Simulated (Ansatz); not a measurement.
I need an atomisation energy of CH2AlNSe, SMILES N=[C]1[AlH][Se]1. Use Ansatz 0.2.0 through its Python package. Settings (for the species named): Hartree-Fock, def2-TZVP basis, multiplicity 1.

`ch2alnse.xyz`
```text
6

N     0.27270    0.10060   -1.77960
C    -0.20150   -0.28550   -0.66180
Al   -0.32320   -0.00480    1.40350
Se   -1.07540   -1.65780    0.35240
H     0.76470    1.01430   -1.85910
H     0.60480    0.76920    2.49840
```

`tae_ch2alnse.py`:
```python
from collections import Counter

import ansatz as az

SETTINGS = {
    "basis": "def2-TZVP",
    "functional": "hf",
}


def energy_of(molecule, charge=0, unpaired=0):
    calc = molecule.calculation().basis(gaussian=SETTINGS["basis"]).functional(SETTINGS["functional"])
    if charge:
        calc = calc.charge(charge)
    if unpaired:
        calc = calc.spin("collinear", total=unpaired)
    return calc.run(threads=1, backend="cpu").report["free_energy_ev"]


def main() -> None:
    molecule = az.Crystal.molecule_from_extxyz("ch2alnse.xyz")

    unpaired = {"N": 3, "C": 2, "Al": 1, "Se": 2, "H": 1}
    counts = Counter(site.symbol for site in molecule.cartesian_sites)
    atom_energy = {s: energy_of(az.Crystal.molecule().atom(s, (0, 0, 0)), 0, unpaired[s]) for s in counts}
    whole = energy_of(molecule, 0, 0)
    for s, e in atom_energy.items():
        print(f"{s:2s} x{counts[s]}  {e:14.5f} eV")
    print(f"CH2AlNSe: {whole:.5f} eV")
    split = sum(counts[s] * e for s, e in atom_energy.items()) - whole
    print(f"atomisation energy (no zero-point term): {23.060548 * split:.1f} kcal/mol, {split / sum(counts.values()):.3f} eV an atom")


if __name__ == "__main__":
    main()
```

```console
$ python tae_ch2alnse.py
N  x1     -1480.37413 eV
C  x1     -1025.66459 eV
Al x1     -6581.73628 eV
Se x1    -65302.62462 eV
H  x2       -13.60052 eV
CH2AlNSe: -74428.51394 eV
atomisation energy (no zero-point term): 251.7 kcal/mol, 1.819 eV an atom
```

251.7 kcal/mol from the electronic energies, without the zero-point term.

Notes:
- Total energies depend on the basis set; only differences at equal settings carry meaning.
- The geometry is a force-field or estimated start, not a minimum of this method, and the basis set is short of its limit. All parts are taken at fixed geometry, without zero-point energy.
- Hartree-Fock leaves correlation out, so bond, atomisation and ionisation energies come out well too low.
- The spin-orbit lowering of heavy atoms is left out.
- Wall time of the script: 6.7 s on 1 thread of Arm Neoverse V1, on a shared host, peak memory 0.41 GiB.

(Lines on the test bed's own set-up are left out of the output.)
